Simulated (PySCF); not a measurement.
# CoF₄: structure of the sextet

Where does sextet CoF₄ go from a tetrahedral start, is the end point a minimum, and what are its modes, charges and moments?

Program: PySCF 2.14.0. Level of theory: PBE, basis Co def2-SVP, F def2-SVP, no relativity, density fitting. These are calculated values, not measurements.

### 1 The starting structure

5 atoms, charge 0, spin multiplicity 6.

Bond lengths: Co1–F2 1.750 Å, Co1–F3 1.750 Å, Co1–F4 1.750 Å, Co1–F5 1.750 Å. Angles: F2–Co1–F3 109.5°, F2–Co1–F4 109.5°, F2–Co1–F5 109.5°, F3–Co1–F4 109.5°, F3–Co1–F5 109.5°, F4–Co1–F5 109.5°.

Coordinates in bohr (charge 0 multiplicity 6):
```
Co    0.0000    0.0000    0.0000
F     2.7002   -0.0001    1.9093
F    -2.7002    0.0000    1.9093
F     0.0000    2.7002   -1.9093
F     0.0000   -2.7001   -1.9093
```

### 2 Relaxation: tetrahedral start, sextet

One driver script runs all steps and calls PySCF; scf.py shows how it sets up the SCF of each step. The optimiser is the driver's own. Before each start the driver seeks the lowest SCF state from one or more starting densities and follows internal instabilities, so scf.py alone need not reach the same state.

The program finds Td symmetry in the start, which this walk keeps. The walk stops when the largest gradient is under 0.0003 Eh/bohr and the energy has settled too.

scf.py

```python
from pyscf import gto, scf, dft
mol = gto.M(atom='''
Co     0.000000    -0.000000    -0.000000
F      1.428860    -0.000027     1.010357
F     -1.428860    -0.000000     1.010357
F      0.000013     1.428873    -1.010338
F     -0.000013    -1.428847    -1.010375''',
    basis={'Co': 'def2-SVP', 'F': 'def2-SVP'},
    charge=0, spin=5)
mf = dft.UKS(mol, xc='PBE')
mf.grids.atom_grid = (50, 194)
aux = {'Co': 'def2-universal-JKFIT', 'F': 'def2-universal-JKFIT'}
mf = mf.density_fit(auxbasis=aux)
mf.kernel()
```

The runs that follow: Hessian and properties.

Before running it: what results should come out? Wanted: minimum; geometry; wavenumbers; dipole moment; highest occupied, lowest empty level; polar-tensor charge of Co1; zero-point energy; atomisation energy; ⟨S²⟩.

The runs gave:

```
                                          quantity                                  value
                                           minimum                             sextet, Td
                                          geometry  Co–F 1.760 Å (×4); F–Co–F 109.5° (×6)
                                wavenumbers (cm⁻¹)  170 (e), 193 (t2), 591 (a1), 655 (t2)
                                     dipole moment                                 0.00 D
highest occupied, lowest empty level (either spin)                        -8.99, -7.65 eV
                        polar-tensor charge of Co1                                +1.23 e
                                 zero-point energy                            20.8 kJ/mol
                               entropy at 298.15 K                        330.4 J/(mol K)
         atomisation energy (no zero-point energy)                            1701 kJ/mol
                                              ⟨S²⟩                                  8.755
```

What this shows: The tetrahedral start keeps its Td symmetry and ends in a minimum. In the infrared the band at 655 cm⁻¹ (t2, stretch) leads. The dipole vanishes although Co1 carries +1.2 e by the polar tensor: the bond dipoles cancel. Most of the spin sits on Co1 (Mulliken spin 3.08, against 5 for the whole molecule). Only this shape and spin were tried, so other structures or states may lie lower. One determinant may miss the lowest occupation of an open d or f shell.
